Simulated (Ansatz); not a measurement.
# CH2BN (SMILES BC#N): RPA@PBE/STO-3G

Aim: the electronic atomisation energy of CH2BN at RPA@PBE/STO-3G, from 5 runs. 

The results are computed with Ansatz 0.2.0.

73 further runs of the same task are left out: 73 set aside as unsound or not needed.

## (1) Starting point

CH2BN has 5 atoms, charge 0, and is taken as a singlet. SMILES: `BC#N`. Geometry: relaxed at PBE0-D4/def2-TZVP.

Bond lengths: B1–C2 1.522 Å, C2–N3 1.154 Å, B1–H4 1.189 Å, B1–H5 1.189 Å. Angles: B1–C2–N3 180.0°, C2–B1–H4 118.9°, C2–B1–H5 118.9°, H4–B1–H5 122.2°.

## (2) The energy at RPA@PBE/STO-3G

run.yaml

```yaml
crystal:
  periodic: [false, false, false]
  atoms:
    - {symbol: B, position_ang: [-0.219200, 0.441300, -0.341900]}
    - {symbol: C, position_ang: [0.352700, -0.696700, 0.490700]}
    - {symbol: N, position_ang: [0.786500, -1.559600, 1.122200]}
    - {symbol: H, position_ang: [-0.744300, 0.187400, -1.377600]}
    - {symbol: H, position_ang: [-0.125900, 1.554000, 0.065300]}
basis:
  gaussian:
    orbitals: STO-3G
hamiltonian:
  xc: pbe
accuracy: high
correlation:
  method: rpa
  frozen_orbitals: {B: 1, C: 1, H: 0, "N": 1}
magnetization:
  spin_polarized: false
  initial_magnetization: 0
```

Command:

```bash
ansatz run run.yaml --threads 1 --pin off --max-ram 2610MiB --events-out events.jsonl --progress --plain --runs-dir runs
```

What it wrote:

```text
Warning: RAYON_NUM_THREADS=1 ignored (pool sized by the plan → 1); use --threads N
Functional definition: PBE
  name "PBE"
  parameter kappa = 0.804
  parameter beta = 0.06672455060314922
  exchange = pbe_x(kappa = kappa, mu = beta*pi^2/3)
  correlation = pbe_c(beta = beta)
296 factors; integrals over basis functions are off by at most 8.1e-9 eV
mean field evaluation 1: about -3187.6778 eV, gradient 2.2e1 eV
mean field evaluation 2: about -3187.5832 eV, gradient 2.2e1 eV
mean field evaluation 4: about -3188.8368 eV, gradient 5.3e0 eV
mean field evaluation 8: about -3188.9111 eV, gradient 8.4e-3 eV
mean field evaluation 16: about -3188.9110 eV, gradient 1.8e-7 eV
mean field -3188.91097313 eV, -117.1903167411 hartree, gradient 2.0e-8 eV, S^2 0.000000; 0 other end points of the search recorded, 0 dependent functions left out
3 core orbitals not correlated: weight in the atoms' cores, before any rotation towards them, 1.000 or more for the frozen orbitals, at most 0.000 for the correlated occupied ones
reference -3173.72095456 eV, -116.6320938546 hartree; 7, 7 occupied and 7, 7 virtual orbitals, 296 factors
Total energy: -3181.51894955 eV, -116.9186648850 hartree
```

Wall time 1.3 s (1 thread of Arm Neoverse V1, shared host); peak memory 0.093 GiB.

## (3) The B atom

input.yaml

```yaml
crystal:
  periodic: [false, false, false]
  atoms:
    - {symbol: B, position_ang: [0.000000, 0.000000, 0.000000]}
basis:
  gaussian:
    orbitals: STO-3G
magnetization:
  spin_polarized: true
  initial_magnetization: 1
hamiltonian:
  xc: {name: PBE}
correlation:
  method: rpa
  frozen_orbitals: {B: 1}
accuracy: high
```

Run the same way, it converges to -24.22643 Eh (log not shown).

## (4) The C atom

input.yaml

```yaml
crystal:
  periodic: [false, false, false]
  atoms:
    - {symbol: C, position_ang: [0.000000, 0.000000, 0.000000]}
basis:
  gaussian: {orbitals: STO-3G}
magnetization: {spin_polarized: true, initial_magnetization: 2}
hamiltonian: {xc: pbe}
correlation: {method: rpa, frozen_orbitals: {C: 1}}
accuracy: high
```

Run the same way, it converges to -37.26175 Eh (log not shown).

## (5) The H atom

run.yaml

```yaml
crystal:
  periodic: [false, false, false]
  atoms:
    - {symbol: H, position_ang: [0.000000, 0.000000, 0.000000]}
basis:
  gaussian: {orbitals: STO-3G}
magnetization: {spin_polarized: true, initial_magnetization: 1}
hamiltonian: {xc: pbe}
correlation: {method: rpa, frozen_orbitals: {H: 0}}
accuracy: high
```

Run the same way, it converges to -0.46658 Eh (log not shown).

## (6) The N atom, same level

in.yaml

```yaml
crystal:
  periodic: [false, false, false]
  atoms:
    - {symbol: "N", position_ang: [0.000000, 0.000000, 0.000000]}
basis:
  gaussian:
    orbitals: STO-3G
magnetization:
  spin_polarized: true
  initial_magnetization: 3
hamiltonian:
  xc: {name: PBE}
correlation:
  method: rpa
  frozen_orbitals: {"N": 1}
accuracy: high
```

Run the same way, it converges to -53.74680 Eh (log not shown).

## (7) Summary of results

At RPA@PBE/STO-3G, 3 core orbitals frozen:

| quantity | value |
| --- | --- |
| molecule: total energy | -116.91866 Eh |
| molecule: RPA correlation energy (valence) | -286.6 mEh |
| B atom: total energy | -24.22643 Eh |
| B atom: RPA correlation energy (valence) | -77.4 mEh |
| B atom: ⟨S²⟩ of the reference determinant | 0.750 |
| C atom: total energy | -37.26175 Eh |
| C atom: RPA correlation energy (valence) | -63.4 mEh |
| C atom: ⟨S²⟩ of the reference determinant | 2.000 |
| H atom: total energy | -0.46658 Eh |
| H atom: RPA correlation energy | 0.0 mEh |
| H atom: ⟨S²⟩ of the reference determinant | 0.750 |
| N atom: total energy | -53.74680 Eh |
| N atom: RPA correlation energy (valence) | -27.8 mEh |
| N atom: ⟨S²⟩ of the reference determinant | 3.750 |
| electronic atomisation energy | 20.423 eV |

In words: Taking the molecule apart into free atoms costs 20.42 eV (471 kcal/mol), before zero-point energy and without spin-orbit coupling. In a minimal basis such a difference can be off by several eV, whatever the method.
